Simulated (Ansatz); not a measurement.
# CH₂OSSi: one structure at several levels

An exercise on one series of results from a longer session: the logs are not shown, and one member is left open.

Program: Ansatz 0.2.0, Gaussian basis. Level of theory: single points in def2-TZVPP. These are calculated values, not measurements.

Cores are frozen in the correlated methods.

### The system as given

SMILES `OSC#[SiH]`, 6 atoms, charge 0, spin multiplicity 1.

Atoms are counted from 1 here; the program's logs count them from 0.

Bond lengths: O1–S2 1.645 Å, O1–H5 0.970 Å, S2–C3 1.585 Å, C3–Si4 1.701 Å, Si4–H6 1.561 Å. Angles: S2–O1–H5 108.3°, O1–S2–C3 106.4°, S2–C3–Si4 165.7°, C3–Si4–H6 85.1°.

As a file:

```
O     0.8461   -0.3466   -1.6346
S     1.3158    0.3237   -0.2077
C     0.0133    0.4245    0.6892
Si   -1.5732    0.6006    1.2778
H     1.6396   -0.5198   -2.1651
H    -1.3440   -0.7997    1.9294
```

Set-up of the first run:

File run/in.yaml:

```yaml
crystal:
  periodic: [false, false, false]
  atoms:
    - {symbol: O, position_ang: [0.846088, -0.346636, -1.634634]}
    - {symbol: S, position_ang: [1.315830, 0.323744, -0.207666]}
    - {symbol: C, position_ang: [0.013252, 0.424461, 0.689248]}
    - {symbol: Si, position_ang: [-1.573198, 0.600557, 1.277823]}
    - {symbol: H, position_ang: [1.639613, -0.519847, -2.165103]}
    - {symbol: H, position_ang: [-1.344026, -0.799663, 1.929380]}
basis:
  gaussian: {orbitals: def2-TZVPP}
hamiltonian: {xc: pbe, dispersion: d4}
output: {forces: true}
```

Run with:

```
$ ansatz run in.yaml --threads 2 --pin off --events-out ev --progress --plain --max-ram 3481MiB
```

Steps of the session up to this table: PBE-D4/def2-TZVPP; r2SCAN-D4/def2-TZVPP; PBE0-D4/def2-TZVPP; wB97M-V/def2-TZVPP; CCSD(T)/def2-TZVPP.

One of the session's tables, all rows but one given; the rest of the session is left out.

```
   method  RMS force component (eV/Å)  angle to CCSD(T) forces (°)  dipole (D)
   PBE-D4                       0.731                         18.7        2.54
r2SCAN-D4                       0.706                         11.5        2.56
  PBE0-D4                           ?                            ?           ?
  wB97M-V                       0.812                         12.4        2.47
  CCSD(T)                       0.780                    reference        2.70
```

**Question.** Estimate the row for PBE0-D4.

**Answer.** RMS force component (eV/Å): 0.728; angle to CCSD(T) forces (°): 13.3; dipole (D): 2.50. In the column «RMS force component (eV/Å)» it lies between r2SCAN-D4 (0.706) and PBE-D4 (0.731).

Caveats from the session: CCSD(T) in triple zeta still lacks some correlation energy of the bonds, so part of these gaps is its own basis error and they don't rank the functionals. The T1 diagnostic is large here, over the usual mark for main-group molecules (transition-metal compounds often pass it harmlessly), so CCSD(T) itself may be off.
